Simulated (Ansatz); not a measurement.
Working through energies of removing a hydrogen of CH₈Si₂, SMILES C[SiH2][SiH3]

Program: Ansatz 0.2.0, Python API.

Interactive session:
```pycon
>>> import ansatz as az
>>> from ase import Atoms
>>> BASIS = "def2-SVP"
>>> FUNCTIONAL = "cam_b3lyp"
>>> def energy_of(molecule, charge=0, unpaired=0):
...     calc = molecule.calculation().basis(gaussian=BASIS).functional(FUNCTIONAL)
...     if charge:
...         calc = calc.charge(charge)
...     if unpaired:
...         calc = calc.spin("collinear", total=unpaired)
...     return calc.run(threads=1, pin="off").report["free_energy_ev"]
...
>>> def without(molecule, index):
...     rest = az.Crystal.molecule()
...     for i, site in enumerate(molecule.cartesian_sites):
...         if i != index:
...             rest = rest.atom(site.symbol, site.position_ang)
...     return rest
...
>>> atoms = Atoms(["C", "Si", "Si", "H", "H", "H", "H", "H", "H", "H", "H"], positions=[
...     (-0.9576, 0.9001, -0.9531),
...     (-0.5077, 0.2422, 0.6688),
...     (1.3056, -1.1126, 0.3729),
...     (-1.1936, 0.1656, -1.6793),
...     (-0.2012, 1.535, -1.4263),
...     (-1.8803, 1.611, -0.8598),
...     (-0.1603, 1.3549, 1.6162),
...     (-1.5948, -0.5151, 1.2428),
...     (1.7749, -1.6792, 1.728),
...     (2.4717, -0.3336, -0.1616),
...     (1.0086, -2.2253, -0.528),
... ])
>>> geometry = az.Crystal.molecule_from_ase(atoms)
>>> whole = energy_of(geometry, 0)
>>> hydrogen = energy_of(az.Crystal.molecule().atom("H", (0, 0, 0)), 0, 1)
>>> print(f"E(molecule) = {whole:.5f} eV, E(H) = {hydrogen:.5f} eV")
E(molecule) = -16915.95621 eV, E(H) = -13.54842 eV
>>> for index in [5, 7, 10]:
...     radical = energy_of(without(geometry, index), 0, 1)
...     print(f"H{index}: homolysis {23.060548 * (radical + hydrogen - whole):.1f} kcal/mol")
...     anion = energy_of(without(geometry, index), -1)
...     print(f"H{index}: loss of a proton {23.060548 * (anion - whole):.1f} kcal/mol")
...
H5: homolysis 109.0 kcal/mol
H5: loss of a proton 406.2 kcal/mol
H7: homolysis 92.8 kcal/mol
H7: loss of a proton 390.5 kcal/mol
H10: homolysis 92.0 kcal/mol
H10: loss of a proton 384.8 kcal/mol
```

Caveats:
- Total energies depend on the basis set; only differences at equal settings carry meaning.
- The geometry is a force-field or estimated start, not a minimum of this method, and the basis set is short of its limit. All parts are taken at fixed geometry, without zero-point energy.
- Anions want diffuse functions, which this basis lacks.
- Hardware and time: 26 s on 1 thread of Arm Neoverse V1, with other jobs on the host, peak memory 0.31 GiB.
